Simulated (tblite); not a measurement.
# C4H9B2F2P: the cost of one run

Programs: tblite 0.8.0 and PySCF 2.14.0, with density-fitted response routines of our own. Each step states its level of theory. These are calculated values for one molecule in the gas phase, unless marked as measured. Atoms are numbered from 0 throughout.

## (1) The starting structure

18 atoms, charge 0, multiplicity 1; geometry from: force field or distance geometry start.

Bonds of the start (Å): F0–B1 1.45, B1–F2 1.46, B1–C3 1.56, C3–B4 1.60, B4–P5 1.92, B4–C6 1.60, C6–C7 1.53, C7–C8 1.52, C8–C6 1.49, C3–H9 1.10, C3–H10 1.10, P5–H11 1.47, P5–H12 1.43, C6–H13 1.11, C7–H14 1.10, C7–H15 1.12, C8–H16 1.09, C8–H17 1.12.

## (2) Geometry optimisation with GFN2-xTB

Job settings and geometry (Å):

```
{"job": {"kind": "relax", "xc": "GFN2-xTB", "basis": "xTB"}, "charge": 0, "multiplicity": 1}
F      2.857700    -1.553800    -0.637800
B      2.813500    -0.191600    -0.139300
F      4.040700     0.574400    -0.338500
C      1.477500     0.610500    -0.019400
B      0.209200    -0.198700    -0.550600
P      0.115700    -2.109900    -0.640200
C     -1.048100     0.750900    -0.829700
C     -1.830900     0.996000     0.460400
C     -2.429300     0.197900    -0.693000
H      1.563100     1.485300    -0.686400
H      1.241800     0.977600     0.992300
H      0.217900    -2.686800     0.702700
H      1.070500    -2.705100    -1.526500
H     -0.831900     1.626900    -1.479400
H     -2.143800     2.042400     0.625500
H     -1.536600     0.361300     1.339900
H     -2.606400    -0.865800    -0.503700
H     -3.189100     0.695000    -1.352600
```

Run with:

```sh
$ OMP_NUM_THREADS=1 python probes_run.py task.json out
```

One launch serves the whole session: the jobs run in the order shown.

**Question.** How long does this first job take on 1 thread of Intel Xeon at 2.50GHz, shared host, and how much memory does it need?

About 4.9 s, with a peak of 0.18 GiB.
